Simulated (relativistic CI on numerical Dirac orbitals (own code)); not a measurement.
**Ni³⁺: one ion under different settings**

Aim: see what numerical and physical settings do to the SCF, the total energy and the lowest levels of Ni³⁺.

Program: relativistic CI on numerical Dirac orbitals (own code) version 3. Level of theory: Dirac-Coulomb-Breit CI, KLI orbitals optimised for each configuration, model QED (radiative potential, 1s self-energy scaled to tabulated hydrogen-like ionisation energies), numerical settings as typed. These are calculated values, not measurements, unless marked.

**1. What is computed**

```
ion            : Ni³⁺ (Ni IV)
nuclear charge : 28
electrons      : 25
isotope        : A = 58
```

**2. Usual settings**

Settings of the run:

```ini
atom Ni  Z=28  charge=3  electrons=25
nucleus A=58  rms_radius_fm=3.7757
hamiltonian dirac-coulomb  breit=on  qed=on  c_scale=1
orbitals kli  potential=per-configuration
slater_scale 1
correlation none
mixing on
grid step=0.0125 r_max=25.7
scf mixing=0.4 start=green max_iterations=150 tolerance=2e-08 node_fill=0.05
configurations
  [Ar] 3d7
end
```

Command:

```console
$ python run_levels.py task.json out
```

One command runs all members of the session, one after another, from task.json.

**3. Potential mixing 0.1**

Changes to the settings of step 2:

```diff
@@ -8,3 +8,3 @@
 grid step=0.0125 r_max=25.7
-scf mixing=0.4 start=green max_iterations=150 tolerance=2e-08 node_fill=0.05
+scf mixing=0.1 start=green max_iterations=150 tolerance=2e-08 node_fill=0.05
 configurations
```

**4. Potential mixing 0.9, tolerance 1e-10, Slater scale 1.2**

Settings of the run:

```ini
atom Ni  Z=28  charge=3  electrons=25
nucleus A=58  rms_radius_fm=3.7757
hamiltonian dirac-coulomb  breit=on  qed=on  c_scale=1
orbitals kli  potential=per-configuration
slater_scale 1.2
correlation none
mixing on
grid step=0.0125 r_max=25.7
scf mixing=0.9 start=green max_iterations=150 tolerance=1e-10 node_fill=0.05
configurations
  [Ar] 3d7
end
```

**5. End of the grid 77.1**

Settings of the run:

```ini
atom Ni  Z=28  charge=3  electrons=25
nucleus A=58  rms_radius_fm=3.7757
hamiltonian dirac-coulomb  breit=on  qed=on  c_scale=1
orbitals kli  potential=per-configuration
slater_scale 1
correlation none
mixing on
grid step=0.0125 r_max=77.1
scf mixing=0.4 start=green max_iterations=150 tolerance=2e-08 node_fill=0.05
configurations
  [Ar] 3d7
end
```

**6. Grid step 0.008, speed-of-light factor 2**

Settings of the run:

```ini
atom Ni  Z=28  charge=3  electrons=25
nucleus A=58  rms_radius_fm=3.7757
hamiltonian dirac-coulomb  breit=on  qed=on  c_scale=2
orbitals kli  potential=per-configuration
slater_scale 1
correlation none
mixing on
grid step=0.008 r_max=25.7
scf mixing=0.4 start=green max_iterations=150 tolerance=2e-08 node_fill=0.05
configurations
  [Ar] 3d7
end
```

**7. Tolerance 0.01**

Settings of the run:

```ini
atom Ni  Z=28  charge=3  electrons=25
nucleus A=58  rms_radius_fm=3.7757
hamiltonian dirac-coulomb  breit=on  qed=on  c_scale=1
orbitals kli  potential=per-configuration
slater_scale 1
correlation none
mixing on
grid step=0.0125 r_max=25.7
scf mixing=0.4 start=green max_iterations=66 tolerance=0.01 node_fill=0.05
configurations
  [Ar] 3d7
end
```

(Steps that only read results are left out.)

Before running it: what results should come out? Wanted: lowest level, usual settings; total energy; first excitation.

**Answer**, as computed:

| setting | total energy less usual (Ha) | largest shift of a level among the lowest eight of both runs, same label and place (cm⁻¹) | SCF iterations | time | lowest level | kind of change |
| --- | --- | --- | --- | --- | --- | --- |
| usual | 0 | 0 | 12 | 0.089 s | 3d7 4F9/2 | - |
| potential mixing 0.1 | 0 | 0 | 15 | 0.096 s | 3d7 4F9/2 | numerical |
| potential mixing 0.9, tolerance 1e-10, Slater scale 1.2 | -0.0246 | 4310 | 12 | 0.089 s | 3d7 4F9/2 | model term |
| end of the grid 77.1 | 0 | 0 | 12 | 0.091 s | 3d7 4F9/2 | numerical |
| grid step 0.008, speed-of-light factor 2 | 8.91 | 1910 | 12 | 0.14 s | 3d7 4F9/2 | unphysical constant |
| tolerance 0.01 | 2.65e-06 | 1.79 | 6 | 0.078 s | 3d7 4F9/2 | unsound |

| quantity | value |
| --- | --- |
| lowest level, usual settings | 3d7 4F9/2 |
| total energy | -1516.2983 Ha |
| first excitation | 1154.4 cm⁻¹ |

**Reading.** Among the runs whose levels can be followed, they move most under «potential mixing 0.9, tolerance 1e-10, Slater scale 1.2» (model term), by up to 4310 cm⁻¹. No visible change in the result comes from «potential mixing 0.1» or «end of the grid 77.1». Only the listed configurations are in the model. Near neutrality, missing correlation can shift configurations against each other by thousands of cm⁻¹.
